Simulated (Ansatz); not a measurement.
**ClH₄OSi₂ radical: one species, many methods**

An exercise on one series of results from a longer session: the logs are not shown, and one member is left open.

Program: Ansatz 0.2.0, Gaussian basis. Level of theory: functionals in def2-TZVPP, the program's frozen cores in correlated methods. These are calculated values, not measurements.

Levels to be run: LDA (SPW92), PBE-D4, revPBE-D4, BLYP-D4, r2SCAN-D4, B97M-V, PBE0-D4, B3LYP-D4, r2SCANh-D4, r2SCAN0-D4, HSE06-D4, BHLYP-D4, CAM-B3LYP-D4, LC-ωPBE, ωB97X-V, ωB97M-V, B2PLYP, PBE-QIDH; CCSD(T)/def2-SVP; CCSD(T)/def2-TZVPP; MP2/def2-QZVPP; extrapolation to the limit; RPA on PBE.

## The relaxed structure

All runs share one geometry, relaxed beforehand with PBE0-D4 in a triple-zeta def2 set.

SMILES `O[Si]([SiH3])Cl`, 8 atoms, charge 0, spin multiplicity 2.

Atoms are counted from 1 here; the program's logs count them from 0.

Bond lengths: O1–Si2 1.646 Å, O1–H5 0.960 Å, Si2–Si3 2.353 Å, Si2–Cl4 2.079 Å, Si3–H6 1.486 Å, Si3–H7 1.488 Å, Si3–H8 1.485 Å. Angles: Si2–O1–H5 118.3°, O1–Si2–Si3 107.7°, O1–Si2–Cl4 109.1°, Si3–Si2–Cl4 109.3°, Si2–Si3–H6 108.5°, Si2–Si3–H7 111.9°, Si2–Si3–H8 107.2°, H6–Si3–H7 109.8°, H6–Si3–H8 109.5°, H7–Si3–H8 109.9°.

Geometry (Å):

```
O    -0.2484    0.2969   -1.9785
Si   -0.4309   -0.7349   -0.7094
Si   -0.0752    0.4915    1.2666
Cl    0.9937   -2.2422   -0.8475
H    -0.0834   -0.0749   -2.8481
H    -1.1078    1.5564    1.3538
H     1.2816    1.1005    1.3040
H    -0.2374   -0.4504    2.4035
```

Set-up of the first run:

The input, in.yaml:

```yaml
crystal:
  periodic: [false, false, false]
  atoms:
    - {symbol: O, position_ang: [-0.248436, 0.296907, -1.978513]}
    - {symbol: Si, position_ang: [-0.430888, -0.734942, -0.709379]}
    - {symbol: Si, position_ang: [-0.075238, 0.491466, 1.266605]}
    - {symbol: Cl, position_ang: [0.993682, -2.242208, -0.847539]}
    - {symbol: H, position_ang: [-0.083400, -0.074855, -2.848130]}
    - {symbol: H, position_ang: [-1.107766, 1.556440, 1.353834]}
    - {symbol: H, position_ang: [1.281567, 1.100513, 1.303964]}
    - {symbol: H, position_ang: [-0.237420, -0.450423, 2.403457]}
basis:
  gaussian: {orbitals: def2-TZVPP}
magnetization: {spin_polarized: true, initial_magnetization: 1}
hamiltonian: {xc: lda}
output: {orbitals: {seedname: orbitals}}
```

The run is started by

```console
ansatz run in.yaml --threads 4 --pin off --events-out ev --progress --plain --max-ram 10444MiB
```

Steps of the session up to this table: LDA; PBE-D4 (GGA); revPBE-D4 (GGA); BLYP-D4 (GGA); r2SCAN-D4 (meta-GGA); B97M-V (meta-GGA); PBE0-D4 (hybrid); B3LYP-D4 (hybrid); r2SCANh-D4 (hybrid); r2SCAN0-D4 (hybrid); HSE06-D4 (hybrid); BHLYP-D4 (hybrid); CAM-B3LYP-D4 (range-separated); LC-ωPBE (range-separated); ωB97X-V (range-separated); ωB97M-V (range-separated); B2PLYP (double hybrid); PBE-QIDH (double hybrid).

One table of the session follows, with a row left open; its other results are not shown here.

It belongs to the step «Orbital energies across the functionals». 

| functional | HOMO (eV) | LUMO (eV) | gap (eV) |
| --- | --- | --- | --- |
| LDA (SPW92) | -4.75 | -3.77 | 0.98 |
| PBE-D4 | -4.77 | -3.37 | 1.39 |
| revPBE-D4 | -4.74 | -3.25 | 1.50 |
| BLYP-D4 | -4.57 | -3.38 | 1.19 |
| r2SCAN-D4 | -5.11 | -2.97 | 2.14 |
| B97M-V | -4.89 | -3.48 | 1.41 |
| PBE0-D4 | -5.90 | -2.51 | 3.39 |
| B3LYP-D4 | -5.63 | -2.87 | 2.75 |
| r2SCANh-D4 | -5.52 | -2.67 | 2.85 |
| r2SCAN0-D4 | -6.15 | -2.23 | 3.91 |
| HSE06-D4 | -5.51 | -2.89 | 2.62 |
| BHLYP-D4 | ? | ? | ? |
| CAM-B3LYP-D4 | -7.08 | -1.60 | 5.48 |
| LC-ωPBE | -8.47 | -0.25 | 8.23 |
| ωB97X-V | -7.99 | -0.72 | 7.26 |
| ωB97M-V | -7.60 | -0.90 | 6.70 |

**Question.** Estimate the row for BHLYP-D4.

Worked estimate for «HOMO (eV)». Against the share of exact exchange, BLYP-D4 (0, -4.57), B3LYP-D4 (0.2, -5.63) give a slope of -5.30 per unit share; at 0.5 the line stands at -7.22.

**Answer.** HOMO (eV): -6.86; LUMO (eV): -1.71; gap (eV): 5.15. In «HOMO (eV)» the line misses by -0.36.
